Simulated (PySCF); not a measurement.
# C6H8BrNSi: NMR shifts and electronic excitations in gas and solvents

Aim: compute the NMR shifts and electronic excitations of C6H8BrNSi (`[SiH3]Nc1ccc(Br)cc1`), and see what a dielectric continuum does where one was used.

Computed with PySCF 2.14.0, with density-fitted response routines of our own, on a single molecule, in the gas phase or a continuum. Atoms count from 0, in the outputs and in this text.

## 1. The molecule as given

17 atoms, charge 0, multiplicity 1; geometry from: GFN2-xTB.

Bonds of the start (Å): Si0–N1 1.73, N1–C2 1.37, C2–C3 1.40, C3–C4 1.38, C4–C5 1.38, C5–Br6 1.91, C5–C7 1.38, C7–C8 1.38, C8–C2 1.40, Si0–H9 1.47, Si0–H10 1.47, Si0–H11 1.46, N1–H12 1.01, C3–H13 1.08, C4–H14 1.08, C7–H15 1.08, C8–H16 1.08.

## 2. Geometry optimisation at PBE0-D3(BJ)/def2-SVP

The job: settings as JSON, then the geometry in Å.

```
{"job": {"xc": "PBE0", "basis": "def2-SVP", "d3": "d3bj", "grid": 1, "kind": "geom"}, "charge": 0, "multiplicity": 1}
Si     2.914308     0.043568    -0.093043
N      1.424824    -0.844384    -0.045200
C      0.153660    -0.381714     0.190960
C     -0.092798     0.969491     0.443145
C     -1.373820     1.422146     0.682084
C     -2.428750     0.525613     0.668214
Br    -4.200757     1.149807     0.997423
C     -2.214397    -0.818472     0.418868
C     -0.930472    -1.264837     0.183162
H      3.165637     0.667664     1.208447
H      2.850253     1.065250    -1.141193
H      3.898049    -0.991070    -0.398340
H      1.453572    -1.840064    -0.204654
H      0.730599     1.665601     0.451655
H     -1.553635     2.467873     0.879116
H     -3.043042    -1.509779     0.409350
H     -0.760229    -2.314663    -0.010444
```

What it wrote:

```text
step   0  E = -3150.51840007  max force = 0.015264
step   1  E = -3150.52129105  max force = 0.002536
step   2  E = -3150.52134059  max force = 0.001165
step   3  E = -3150.52134016  max force = 0.001036
step   4  E = -3150.52135616  max force = 0.000258
step   5  E = -3150.52135514  max force = 0.000399
optimisation converged
```

Wall time 4.7 min (1 thread, shared host).

The steps of the relaxation:

```tsv
step	energy from step 0 (eV)	largest force component (eV/Å)
0	0.0000	0.7849
1	-0.0787	0.1304
2	-0.0800	0.0599
3	-0.0800	0.0533
4	-0.0804	0.0133
5	-0.0804	0.0205
```

Distances of close pairs at the start and the end, largest changes first:

```tsv
bond	before (Å)	after (Å)	change (Å)
Si0–H11	1.460	1.490	+0.030
Si0–H9	1.465	1.495	+0.030
Si0–H10	1.465	1.495	+0.030
C5–Br6	1.907	1.888	-0.019
C3–H13	1.078	1.094	+0.015
Si0–N1	1.735	1.749	+0.014
C8–H16	1.081	1.094	+0.013
C7–H15	1.079	1.091	+0.012
```

The next job starts from the end point, and lists it.

```tsv
at the end point	value
point group (found at 0.08 Å tolerance)	Cs
rotational constants (GHz, main isotopes)	4.171, 0.336, 0.312
dipole moment (D)	2.91
```

## 3. Nuclear shieldings: PBE0/pcSseg-1 in chloroform

The job: settings as JSON, then the geometry in Å.

```
{"job": {"kind": "nmr", "xc": "PBE0", "basis": "pcSseg-1", "solvent": "chloroform", "pop": true}, "charge": 0, "multiplicity": 1}
Si     3.354384     0.113393    -0.533620
N      1.872274    -0.813566    -0.489278
C      0.592600    -0.344502    -0.247509
C      0.349519     1.016154     0.007662
C     -0.937196     1.485143     0.248335
C     -2.011203     0.598341     0.238943
Br    -3.760363     1.229639     0.565299
C     -1.794372    -0.755881    -0.010680
C     -0.507184    -1.219703    -0.251005
H      3.634599     0.778968     0.775162
H      3.311919     1.176255    -1.583640
H      4.420681    -0.879513    -0.846251
H      1.930626    -1.810048    -0.658537
H      1.178544     1.729260     0.020424
H     -1.104118     2.545781     0.444267
H     -2.635641    -1.451227    -0.017845
H     -0.347441    -2.283726    -0.446532
```

Level: GIAO PBE0/pcSseg-1 NMR shielding, non-relativistic, IEF-PCM chloroform.

What it wrote:

```text
coarse grid: 69720 points
cycle   1  E = -3150.7494301090  dE =  1.272e-01  |g| = 7.733e-01  |ddm| = 4.318e+00
cycle   2  E = -3150.7479478765  dE =  1.482e-03  |g| = 5.376e-01  |ddm| = 7.859e-01
cycle   3  E = -3150.7863540847  dE = -3.841e-02  |g| = 1.689e-01  |ddm| = 5.180e-01
cycle   4  E = -3150.7920924470  dE = -5.738e-03  |g| = 5.662e-02  |ddm| = 1.903e-01
cycle   5  E = -3150.7928084293  dE = -7.160e-04  |g| = 1.303e-02  |ddm| = 6.276e-02
cycle   6  E = -3150.7928534149  dE = -4.499e-05  |g| = 2.738e-03  |ddm| = 1.453e-02
cycle   7  E = -3150.7928548767  dE = -1.462e-06  |g| = 1.160e-03  |ddm| = 3.196e-03
final grid: 146216 points
cycle   8  E = -3150.7929004510  dE =  3.487e-07  |g| = 1.750e-03  |ddm| = 3.694e-03
cycle   9  E = -3150.7928994568  dE =  9.942e-07  |g| = 2.688e-03  |ddm| = 3.785e-03
cycle  10  E = -3150.7929011876  dE = -1.731e-06  |g| = 1.995e-04  |ddm| = 2.247e-03
cycle  11  E = -3150.7929011978  dE = -1.021e-08  |g| = 2.556e-05  |ddm| = 2.104e-04
cycle  12  E = -3150.7929011980  dE = -1.382e-10  |g| = 1.157e-05  |ddm| = 3.805e-05
converged SCF energy = -3150.7929011980

GIAO shielding tensors (ppm)
atom      isotropic    diamagn.    paramagn.     s11        s22        s33       span
  0 Si     412.065     878.070    -466.004    372.876    396.718    466.602     93.726
  1 N      199.267     324.027    -124.760    153.606    189.205    254.990    101.384
  2 C       32.731     252.595    -219.865    -54.832      1.957    151.066    205.898
  3 C       66.780     258.219    -191.439    -21.706     56.197    165.849    187.555
  4 C       45.486     247.893    -202.407    -56.970     41.229    152.200    209.170
  5 C       58.056     257.430    -199.374    -34.798     85.880    123.086    157.884
  6 Br    2102.567    3121.002   -1018.435   1644.129   1703.638   2959.934   1315.805
  7 C       45.441     248.575    -203.135    -56.440     41.601    151.160    207.600
  8 C       62.188     254.566    -192.378    -25.266     57.468    154.363    179.629
  9 H       26.482      28.051      -1.569     23.408     24.519     31.519      8.112
 10 H       26.483      27.891      -1.409     23.413     24.552     31.484      8.070
 11 H       26.622      26.658      -0.037     22.963     25.183     31.719      8.756
 12 H       27.770      33.250      -5.479     18.714     28.128     36.468     17.754
 13 H       24.461      32.879      -8.418     19.746     24.477     29.160      9.415
 14 H       23.748      29.706      -5.959     18.855     22.973     29.415     10.561
 15 H       23.828      29.652      -5.824     18.920     23.261     29.302     10.383
 16 H       24.439      31.887      -7.447     20.171     24.852     28.295      8.124
```

It took 2.1 min on 1 thread, shared host.

The references, computed at this level on geometries of the same kind, shield at (ppm): 1H TMS 31.25, 13C TMS 185.2, 29Si TMS 351.9, 15N NH3 267.8. Their shielding less the atom's gives the shift. The references are single molecules in the same continuum, so shifts against H2O, NH3, PH3, H3PO4 or CFCl3 are not on the usual liquid scales and can be off by tens of ppm. Atoms listed in one row are averaged.

```tsv
atoms	environment	σ (ppm)	δ (ppm)
C2	aromatic carbon bearing nitrogen	32.7	152.4
C4, C7	aromatic CH	45.5	139.7
C5	aromatic carbon bearing bromine	58.1	127.1
C3, C8	aromatic CH	64.5	120.7
H14, H15	hydrogen on an aromatic CH	23.79	7.46
H13, H16	hydrogen on an aromatic CH	24.45	6.80
H9, H10, H11	hydrogen on a silicon bonded to N	26.53	4.72
H12	hydrogen on an aniline-type nitrogen	27.77	3.48
Si0	silicon bonded to N, 3 H	412.1	-60.2
N1	aniline-type nitrogen	199.3	68.5
Br6	bromine bonded to C	2103	–
```

The run also stored atomic charges by several schemes (e):

```tsv
atoms	Mulliken	IAO	Hirshfeld	ESP fit
Si0	0.59	0.72	0.36	0.49
N1	-0.67	-0.61	-0.21	-0.74
C2	0.20	0.12	0.05	0.58
C3, C8	-0.13	-0.20	-0.07	-0.51
C4, C7	0.06	-0.15	-0.06	0.18
C5	-0.27	-0.11	-0.03	-0.39
Br6	-0.12	-0.01	-0.05	-0.05
```

Mayer bond orders: Si0–N1 0.93, N1–C2 1.08, C2–C3 1.33, C3–C4 1.49, C4–C5 1.35, C5–Br6 1.03, C5–C7 1.34, C7–C8 1.48, C8–C2 1.34.

Ring of atoms C2, C3, C4, C5, C7, C8: NICS(0) -8.7, NICS(1) -10.1, NICS(1)zz -23.6 ppm (means of both faces).

## 4. Nuclear shieldings: PBE0/pcSseg-1 in dimethylsulfoxide

Settings changed since step 3:

```diff
@@ -1,2 +1,2 @@
-{"job": {"kind": "nmr", "xc": "PBE0", "basis": "pcSseg-1", "solvent": "chloroform", "pop": true}, "charge": 0, "multiplicity": 1}
+{"job": {"kind": "nmr", "xc": "PBE0", "basis": "pcSseg-1", "solvent": "dimethylsulfoxide", "pop": false}, "charge": 0, "multiplicity": 1}
 Si     3.354384     0.113393    -0.533620
```

With the program's defaults for keys left out, this is: GIAO PBE0/pcSseg-1 NMR shielding, non-relativistic, IEF-PCM dimethylsulfoxide.

What it wrote:

```text
coarse grid: 69720 points
cycle   1  E = -3150.7525185903  dE =  1.242e-01  |g| = 7.722e-01  |ddm| = 4.318e+00
cycle   2  E = -3150.7513745103  dE =  1.144e-03  |g| = 5.350e-01  |ddm| = 7.639e-01
cycle   3  E = -3150.7891416467  dE = -3.777e-02  |g| = 1.680e-01  |ddm| = 5.060e-01
cycle   4  E = -3150.7947777674  dE = -5.636e-03  |g| = 5.498e-02  |ddm| = 1.809e-01
cycle   5  E = -3150.7954370465  dE = -6.593e-04  |g| = 1.185e-02  |ddm| = 5.845e-02
cycle   6  E = -3150.7954738826  dE = -3.684e-05  |g| = 2.780e-03  |ddm| = 1.337e-02
cycle   7  E = -3150.7954754667  dE = -1.584e-06  |g| = 1.081e-03  |ddm| = 3.193e-03
final grid: 146216 points
cycle   8  E = -3150.7955212683  dE =  2.696e-07  |g| = 1.600e-03  |ddm| = 3.534e-03
cycle   9  E = -3150.7955204837  dE =  7.846e-07  |g| = 2.418e-03  |ddm| = 3.422e-03
cycle  10  E = -3150.7955218868  dE = -1.403e-06  |g| = 1.827e-04  |ddm| = 2.004e-03
cycle  11  E = -3150.7955218952  dE = -8.383e-09  |g| = 2.246e-05  |ddm| = 1.883e-04
cycle  12  E = -3150.7955218953  dE = -1.032e-10  |g| = 1.141e-05  |ddm| = 3.406e-05
converged SCF energy = -3150.7955218953

GIAO shielding tensors (ppm)
atom      isotropic    diamagn.    paramagn.     s11        s22        s33       span
  0 Si     411.961     878.020    -466.059    373.540    396.229    466.115     92.575
  1 N      198.329     324.022    -125.693    151.663    190.714    252.610    100.948
  2 C       32.212     252.573    -220.361    -54.985      0.608    151.012    205.997
  3 C       66.598     258.118    -191.519    -21.647     55.450    165.992    187.639
  4 C       45.528     247.738    -202.210    -56.732     40.789    152.527    209.258
  5 C       59.035     257.882    -198.846    -33.901     88.741    122.266    156.167
  6 Br    2112.932    3121.017   -1008.084   1653.202   1721.498   2964.098   1310.896
  7 C       45.362     248.531    -203.169    -56.446     41.047    151.485    207.931
  8 C       61.679     254.164    -192.485    -25.586     55.283    155.340    180.927
  9 H       26.508      28.058      -1.550     23.432     24.557     31.534      8.102
 10 H       26.509      27.899      -1.390     23.438     24.590     31.499      8.060
 11 H       26.591      26.604      -0.013     22.933     25.144     31.696      8.763
 12 H       27.493      33.006      -5.513     18.429     27.771     36.279     17.850
 13 H       24.383      32.772      -8.389     19.649     24.436     29.064      9.415
 14 H       23.694      29.686      -5.992     18.784     22.950     29.349     10.565
 15 H       23.767      29.662      -5.896     18.852     23.213     29.235     10.383
 16 H       24.284      31.709      -7.425     19.958     24.778     28.116      8.158
```

It took 1.8 min on 1 thread, shared host.

In short: δ C2 153.3, C4 140.0, C5 126.4, C3 121.3, H14 7.51, H13 6.91 ppm (means over like atoms).

## 5. Excited states and response: B3LYP/def2-SVPD

Settings changed since step 4:

```diff
@@ -1,2 +1,2 @@
-{"job": {"kind": "nmr", "xc": "PBE0", "basis": "pcSseg-1", "solvent": "dimethylsulfoxide", "pop": false}, "charge": 0, "multiplicity": 1}
+{"job": {"kind": "uv", "xc": "B3LYP", "basis": "def2-SVPD", "dynamic": true, "nstates": 6, "ntriplets": 0}, "charge": 0, "multiplicity": 1}
 Si     3.354384     0.113393    -0.533620
```

Level: TDDFT B3LYP/def2-SVPD, vertical, gas phase, core orbitals frozen in the response.

What it wrote:

```text
coarse grid: 69720 points
cycle   1  E = -3151.2829032008  dE =  1.398e-01  |g| = 4.448e-01  |ddm| = 1.177e+01
cycle   2  E = -3151.2629595096  dE =  1.994e-02  |g| = 5.278e-01  |ddm| = 4.274e+00
cycle   3  E = -3151.3286695169  dE = -6.571e-02  |g| = 7.894e-02  |ddm| = 1.248e+00
cycle   4  E = -3151.3297053123  dE = -1.036e-03  |g| = 5.325e-02  |ddm| = 4.038e-01
cycle   5  E = -3151.3304748797  dE = -7.696e-04  |g| = 1.115e-02  |ddm| = 1.669e-01
cycle   6  E = -3151.3305067592  dE = -3.188e-05  |g| = 5.096e-03  |ddm| = 3.535e-02
cycle   7  E = -3151.3305118760  dE = -5.117e-06  |g| = 1.084e-03  |ddm| = 1.643e-02
final grid: 146216 points
cycle   8  E = -3151.3305093428  dE =  3.625e-07  |g| = 1.771e-03  |ddm| = 2.548e-02
cycle   9  E = -3151.3305075862  dE =  1.757e-06  |g| = 3.149e-03  |ddm| = 1.590e-02
cycle  10  E = -3151.3305101018  dE = -2.516e-06  |g| = 3.620e-04  |ddm| = 1.041e-02
cycle  11  E = -3151.3305101340  dE = -3.222e-08  |g| = 5.861e-05  |ddm| = 9.334e-04
cycle  12  E = -3151.3305101350  dE = -9.668e-10  |g| = 1.070e-05  |ddm| = 1.893e-04
converged SCF energy = -3151.3305101350

Static polarisability (au): isotropic 133.573, principal 83.137 120.152 197.431

Singlet excitations
state   eV       nm        f      main configurations
  1   4.4415    279.1   0.02491   H->L 0.92
  2   4.7402    261.6   0.00026   H->L+2 0.97
  3   5.0887    243.6   0.41914   H->L+1 0.92
  4   5.1148    242.4   0.00009   H->L+3 0.96
  5   5.6112    221.0   0.00689   H->L+4 0.98
  6   5.9020    210.1   0.00001   H->L+5 0.74, H->L+7 0.21
```

It took 2.7 min on 1 thread, shared host.

The orbitals next to the gap, with their largest atomic shares:

```tsv
orbital	eV	atoms
HOMO−3	-7.89	Br6 84 %, C5 9 %
HOMO−2	-7.88	Br6 48 %, N1 16 %, C5 8 %
HOMO−1	-7.42	C7 21 %, C8 20 %, C3 20 %
HOMO	-5.93	N1 21 %, Br6 16 %, C5 16 %
LUMO	-0.80	C4 19 %, C8 19 %, C7 17 %
LUMO+1	-0.46	C5 20 %, C2 19 %, C7 11 %
LUMO+2	-0.30	Br6 34 %, C5 12 %, Si0 12 %
```

With each of the 6 states as a Gaussian band of 0.4 eV half-width at 1/e, the curve within the window shown has maxima at 244 nm (ε 17,000) L/(mol cm). Beyond the last state computed it falls off for lack of states. The curve at chosen wavelengths:

nm, ε (L/mol/cm) and a bar:
```
      200         39 
      205        136 
      210        422 #
      215       1179 ##
      220       2854 #####
      224       5098 #########
      229       8904 ################
      234      12988 #######################
      239      16054 ############################
      244      17102 ##############################
      249      15983 ############################
      254      13348 #######################
      259      10161 ##################
      263       7762 ##############
      268       5323 #########
      273       3594 ######
      278       2463 ####
      283       1743 ###
      288       1273 ##
      293        945 ##
      298        699 #
      302        542 #
      307        386 #
      312        266 
      317        178 
      322        116
```

Further results of this job:

```tsv
property	computed
dipole moment (D)	2.99
polarisability (Å³)	19.79
HOMO–LUMO gap (eV)	5.13
−ε(HOMO) (eV)	5.93
C6 with itself (au)	5947
```

## 6. Ultraviolet spectrum: B3LYP/def2-SVPD in chloroform

Settings changed since step 5:

```diff
@@ -1,2 +1,2 @@
-{"job": {"kind": "uv", "xc": "B3LYP", "basis": "def2-SVPD", "dynamic": true, "nstates": 6, "ntriplets": 0}, "charge": 0, "multiplicity": 1}
+{"job": {"kind": "uv", "xc": "B3LYP", "basis": "def2-SVPD", "solvent": "chloroform", "nstates": 6, "ntriplets": 0}, "charge": 0, "multiplicity": 1}
 Si     3.354384     0.113393    -0.533620
```

With the program's defaults for keys left out, this is: TDDFT B3LYP/def2-SVPD, vertical, IEF-PCM chloroform (non-equilibrium linear response), core orbitals frozen in the response.

What it wrote:

```text
coarse grid: 69720 points
cycle   1  E = -3151.2903338038  dE =  1.329e-01  |g| = 4.378e-01  |ddm| = 1.182e+01
cycle   2  E = -3151.2726772762  dE =  1.766e-02  |g| = 5.126e-01  |ddm| = 3.936e+00
cycle   3  E = -3151.3339030549  dE = -6.123e-02  |g| = 8.120e-02  |ddm| = 1.245e+00
cycle   4  E = -3151.3350076344  dE = -1.105e-03  |g| = 4.877e-02  |ddm| = 3.883e-01
cycle   5  E = -3151.3356403898  dE = -6.328e-04  |g| = 8.365e-03  |ddm| = 1.487e-01
cycle   6  E = -3151.3356565251  dE = -1.614e-05  |g| = 4.371e-03  |ddm| = 2.973e-02
cycle   7  E = -3151.3356605197  dE = -3.995e-06  |g| = 8.705e-04  |ddm| = 1.284e-02
final grid: 146216 points
cycle   8  E = -3151.3356586955  dE =  1.205e-07  |g| = 1.343e-03  |ddm| = 2.429e-02
cycle   9  E = -3151.3356579089  dE =  7.866e-07  |g| = 2.225e-03  |ddm| = 1.077e-02
cycle  10  E = -3151.3356591175  dE = -1.209e-06  |g| = 2.205e-04  |ddm| = 6.900e-03
cycle  11  E = -3151.3356591277  dE = -1.024e-08  |g| = 3.738e-05  |ddm| = 5.856e-04
cycle  12  E = -3151.3356591281  dE = -3.670e-10  |g| = 1.031e-05  |ddm| = 1.409e-04
converged SCF energy = -3151.3356591281

Static polarisability (au): isotropic 169.554, principal 105.767 157.727 245.168

Singlet excitations
state   eV       nm        f      main configurations
  1   4.4194    280.5   0.03763   H->L 0.93
  2   4.7132    263.1   0.00025   H->L+2 0.98
  3   4.9983    248.1   0.56689   H->L+1 0.94
  4   5.2613    235.7   0.00012   H->L+3 0.97
  5   5.6904    217.9   0.01359   H->L+4 0.96
  6   5.9163    209.6   0.00189   H->L+5 0.95
```

Wall time 2.3 min (1 thread, shared host).

Key values: HOMO -5.86 eV, LUMO -0.73 eV; lowest singlet 4.42 eV.

## 7. TDDFT and polarisability: B3LYP/def2-SVPD in dimethylsulfoxide

Settings changed since step 6:

```diff
@@ -1,2 +1,2 @@
-{"job": {"kind": "uv", "xc": "B3LYP", "basis": "def2-SVPD", "solvent": "chloroform", "nstates": 6, "ntriplets": 0}, "charge": 0, "multiplicity": 1}
+{"job": {"kind": "uv", "xc": "B3LYP", "basis": "def2-SVPD", "solvent": "dimethylsulfoxide", "nstates": 6, "ntriplets": 0}, "charge": 0, "multiplicity": 1}
 Si     3.354384     0.113393    -0.533620
```

With the program's defaults for keys left out, this is: TDDFT B3LYP/def2-SVPD, vertical, IEF-PCM dimethylsulfoxide (non-equilibrium linear response), core orbitals frozen in the response.

What it wrote:

```text
coarse grid: 69720 points
cycle   1  E = -3151.2931948999  dE =  1.301e-01  |g| = 4.356e-01  |ddm| = 1.184e+01
cycle   2  E = -3151.2765105669  dE =  1.668e-02  |g| = 5.075e-01  |ddm| = 3.858e+00
cycle   3  E = -3151.3361788147  dE = -5.967e-02  |g| = 8.192e-02  |ddm| = 1.265e+00
cycle   4  E = -3151.3373346556  dE = -1.156e-03  |g| = 4.631e-02  |ddm| = 3.757e-01
cycle   5  E = -3151.3379006342  dE = -5.660e-04  |g| = 7.855e-03  |ddm| = 1.425e-01
cycle   6  E = -3151.3379146228  dE = -1.399e-05  |g| = 4.096e-03  |ddm| = 2.917e-02
cycle   7  E = -3151.3379182268  dE = -3.604e-06  |g| = 8.125e-04  |ddm| = 1.209e-02
final grid: 146216 points
cycle   8  E = -3151.3379166431  dE =  8.041e-08  |g| = 1.241e-03  |ddm| = 2.405e-02
cycle   9  E = -3151.3379160008  dE =  6.423e-07  |g| = 2.029e-03  |ddm| = 9.938e-03
cycle  10  E = -3151.3379170036  dE = -1.003e-06  |g| = 1.915e-04  |ddm| = 6.300e-03
cycle  11  E = -3151.3379170110  dE = -7.424e-09  |g| = 2.961e-05  |ddm| = 4.986e-04
cycle  12  E = -3151.3379170112  dE = -2.142e-10  |g| = 1.081e-05  |ddm| = 1.287e-04
converged SCF energy = -3151.3379170112

Static polarisability (au): isotropic 187.722, principal 121.008 178.053 264.103

Singlet excitations
state   eV       nm        f      main configurations
  1   4.4145    280.9   0.03776   H->L 0.93
  2   4.6958    264.0   0.00024   H->L+2 0.98
  3   4.9880    248.6   0.57749   H->L+1 0.95
  4   5.3206    233.0   0.00047   H->L+3 0.97
  5   5.7074    217.2   0.01559   H->L+4 0.94
  6   5.9007    210.1   0.00047   H->L+5 0.95
```

Run time: 2.5 min. Hardware: 1 thread, shared host.

Key values: HOMO -5.86 eV, LUMO -0.73 eV; lowest singlet 4.41 eV.

## 8. Comparing the runs: NMR shifts

Shifts (ppm) of some atoms, chosen among heavy atoms and hydrogens apart, means over like atoms, with basis size and wall time:

```tsv
run	C2	C4	C5	C3	H13	H12	N1	functions	time
PBE0/pcSseg-1 in chloroform	152.4	139.7	127.1	120.7	6.80	3.48	68.5	224	2.1 min
PBE0/pcSseg-1 in dimethylsulfoxide	153.3	140.0	126.4	121.3	6.91	3.75	70.2	224	1.8 min
```

The continuum's effect on the ground state:

```tsv
solvent	ε	polarisation energy (Eh)	μ (D)
chloroform	4.71	-0.0066	3.74
dimethylsulfoxide	46.83	-0.0100	4.05
```

## 9. Side by side: electronic excitations

Excitations and ground-state properties, with basis size and wall time:

```tsv
run	lowest singlet (eV)	brightest (eV)	f	gap (eV)	α (Å³)	μ (D)	functions	time
B3LYP/def2-SVPD	4.44	5.09	0.419	5.13	19.79	2.99	269	2.7 min
B3LYP/def2-SVPD in chloroform	4.42	5.00	0.567	5.13	25.13	3.81	269	2.3 min
B3LYP/def2-SVPD in dimethylsulfoxide	4.41	4.99	0.577	5.13	27.82	4.14	269	2.5 min
```

The continuum's effect on the ground state:

```tsv
solvent	ε	polarisation energy (Eh)	μ (D)
chloroform	4.71	-0.0058	3.81
dimethylsulfoxide	46.83	-0.0088	4.14
```

## 10. Summary of results

| quantity | value |
| --- | --- |
| point group | Cs |
| rotational constants (main isotopes) | 4.17, 0.34, 0.31 GHz |
| 13C shifts against TMS (PBE0/pcSseg-1, chloroform, means over atoms taken as alike) | 152.4, 139.7, 127.1, 120.7 ppm |
| 1H shifts against TMS (PBE0/pcSseg-1, chloroform, means over atoms taken as alike) | 7.46, 6.80, 4.72, 3.48 ppm |
| 29Si shifts against TMS (PBE0/pcSseg-1, chloroform) | -60.2 ppm |
| 15N shifts against NH3 (PBE0/pcSseg-1, chloroform) | 68.5 ppm |
| shieldings of Br (PBE0/pcSseg-1, chloroform) | Br6 2102.6 ppm |
| lowest singlet (B3LYP/def2-SVPD) | 4.44 eV (279 nm), f = 0.025 |
| brightest single state of those computed | state 3, 5.09 eV, f = 0.419 |
| range of the shift of N1 | 68.5 to 70.2 ppm |
| range of the lowest singlet | 4.41 to 4.44 eV |

Over 5 steps the energy fell by 0.080 eV; of the close pairs, Si0–H11 changed most, 1.460 to 1.490 Å. C5 stands next to heavy halogen, whose spin-orbit shielding this run leaves out, so the computed shift lies too far downfield, most of all for carbon beside Br or I. At PBE0/pcSseg-1: The widest tensor belongs to Br6: span 1316 ppm, with a paramagnetic part of -1018 ppm. NICS(1)zz of -24 ppm above the planar ring from C2 marks a diatropic (aromatic) ring current. The first singlet state (HOMO→LUMO 0.92) lies at 4.44 eV and is weak; of the 6 states computed, the strongest absorption comes from state 3 at 5.09 eV. Among the atoms with a shift in every run: In ppm, N1 moves most: its shift spreads over 1.7 ppm, from 68.5 (PBE0/pcSseg-1 in chloroform) to 70.2 (PBE0/pcSseg-1 in dimethylsulfoxide). Part of that comes from the computed reference. The continuum holds electrostatics alone: no hydrogen bonds to the solvent, and the gas-phase geometry is kept. The lowest singlet runs from 4.41 eV (B3LYP/def2-SVPD in dimethylsulfoxide) to 4.44 eV (B3LYP/def2-SVPD), while the orbital gap is 5.13 eV. The lowest state need not be the same one in every run. Spin-orbit coupling is left out, which matters for shieldings and couplings at and beside the heavy atoms.
